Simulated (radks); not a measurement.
**Tm³⁺ in [Xe] 4f12: an all-electron calculation**

What are the levels of the thulium ion Tm3+, how large are its shells, and how does its energy divide?

Method: Dirac Kohn-Sham, BLYP, spin-unpolarised, spherical densities, point nucleus; open shells fill j = l - 1/2 first. Code: radks (a radial shooting solver on a logarithmic mesh, Libxc functionals) version 1.

**1. Starting point**

| Quantity | Value |
| --- | --- |
| element | thulium (Z = 69) |
| charge | +3 |
| electrons | 66 |
| configuration | [Xe] 4f12 |

**2. Self-consistent calculation**

Settings of this run:

```text
Z 69
configuration [Xe] 4f12 6s0 5d0 6p0 5f0
relativity Dirac
functional b88,lyp
spin unpolarised
j_filling energy
nucleus point
c 137.035999084
```

Run with:

```console
python run_ks.py task.json out
```

All runs below come from this command, one after another.

**Question.** What will this run give?

As calculated:

```
                        quantity                   value
                    total energy     -13581.4391 hartree
exchange-correlation share of it                  2.11 %
                            −T/E                  1.1076
          highest occupied level       4f7/2, -34.887 eV
    most extended occupied level  5p3/2, <r> = 1.45 bohr
 radius at density 0.001 e/bohr³               3.12 bohr
    maxima of the radial density                       4
         ionisation energy, NIST    42.41 (semi-emp.) eV
```

The radial density shows 4 maxima for 5 occupied principal shells; where shells overlap, one shows as a shoulder or not at all. −T/E is 1.108: with relativity the kinetic term as defined here no longer equals −E. Minus the highest eigenvalue, 34.887 eV, is 82 % of the tabulated ionisation energy (42.41 eV); the potential of a semilocal functional falls off too fast, so its top eigenvalue is too shallow. Spin polarisation and multiplet splitting are left out.
